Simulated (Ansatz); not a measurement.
# Y2BN3: the cost of one run

Method: DFT PBE, scalar-relativistic, plane waves, PAW, unless a step names another level, in Ansatz 0.2.0.

7 further runs of the same task are left out: 7 set aside as unsound or not needed.

## 1. What the formula suggests

Pauling electronegativities: Y 1.22, B 2.04, N 3.04 (spread 1.82). The formula balances with common oxidation states: B +3, Y +3, N -3. Tabulated atomic sizes suggest about 14 Å³/atom. 21 candidates were drawn, by swapping species into database cells of other compounds, at random by space group and Wyckoff sites, or by hand, as the table says:

```csv
name,made from,space group no.,Wyckoff sites,atoms (primitive cell),V (Å³/atom)
c01,database cell of ErB2Ir3,12,"Y 4g; B 2a; N 4f, 2d",6,13.7
c02,database cell of Sm2Ga3Cu,156,"Y 1b, 1b; B 1a; N 1c, 1c, 1a",6,14.4
c03,random,99,"Y 1a, 1b; B 1b; N 1b, 2c",6,16.0
c04,random,2,"Y 1h, 1e; B 1b; N 1f, 2i",6,14.6
c05,database cell of Er2Co3Cu,166,Y 6c; B 3a; N 9d,6,14.2
c06,random,2,"Y 1f, 1c; B 1h; N 1e, 2i",6,15.0
c07,database cell of V2O3F,38,"Y 2a, 2b; B 2b; N 2b, 4d",6,14.2
c08,random,160,"Y 3a, 3a; B 3a; N 9b",6,14.9
c09,database cell of TbB2Ir3,191,Y 2d; B 1b; N 3f,6,13.8
c10,database cell of MgFe2O3,139,"Y 4e; B 2a; N 2b, 4e",6,12.3
c11,random,191,Y 2e; B 1a; N 3f,6,17.2
c12,random,2,"Y 1g, 1e; B 1a; N 2i, 1c",6,14.3
c13,random,156,"Y 1c, 1a; B 1b; N 1c, 1a, 1b",6,17.2
c14,database cell of NaCu3Te2,166,"Y 6c; B 3b; N 3a, 6c",6,13.8
c15,random,191,"Y 2e; B 1b; N 2d, 1a",6,14.3
c16,random,146,"Y 3a, 3a; B 3a; N 9b",6,16.7
c17,random,166,Y 6c; B 3a; N 9e,6,14.7
c18,database cell of Sr2AlGa3,187,"Y 2i; B 1b; N 1a, 1d, 1c",6,17.1
c19,random,12,"Y 4e; B 2c; N 2a, 4g",6,15.6
c20,random,166,"Y 6c; B 3a; N 6c, 3b",6,15.1
c21,database cell of Ce2In3Cu,25,"Y 1b, 1a; B 1d; N 1c, 1c, 1d",6,14.3
```

## 2. Screening run of c02

Contents of input.yaml:

```yaml
crystal:
  lattice:
    - [3.88025471, 0.0, 0.0]
    - [-1.94012736, 3.36039916, 0.0]
    - [0.0, 0.0, 6.64394659]
  atoms:
    - { symbol: "Y", position: [0.33333333, 0.66666667, 0.73152167] }
    - { symbol: "Y", position: [0.33333333, 0.66666667, 0.2629973] }
    - { symbol: B, position: [0.0, 0.0, 0.52707446] }
    - { symbol: "N", position: [0.66666667, 0.33333333, 0.48102492] }
    - { symbol: "N", position: [0.66666667, 0.33333333, 0.04137646] }
    - { symbol: "N", position: [0.0, 0.0, 0.9560042] }
basis:
  ecutwfc: 420
kpoints:
  mp_grid: { grid: [4, 4, 2] }
hamiltonian:
  xc: pbe
scf:
  occupations: { method: gaussian, width: 0.15 }
  lower_state_search: "off"
output:
  forces: true
  stress: true
  eigenvalues: true
relax:
  adjacent_minimum: "off"
  f_tol: 0.08
  max_steps: 16
  cell: { stress_tol: 0.8 }
```

Run with:

```console
$ ansatz run input.yaml --threads 1 --pin off --max-ram 2560MiB --backend cpu --events-out ev --progress --plain --runs-dir out
```

**Question.** How long does this run take on 1 thread of Arm Neoverse N1, shared host, and how much memory does it need?

About 20 s, with a peak of 0.31 GiB.
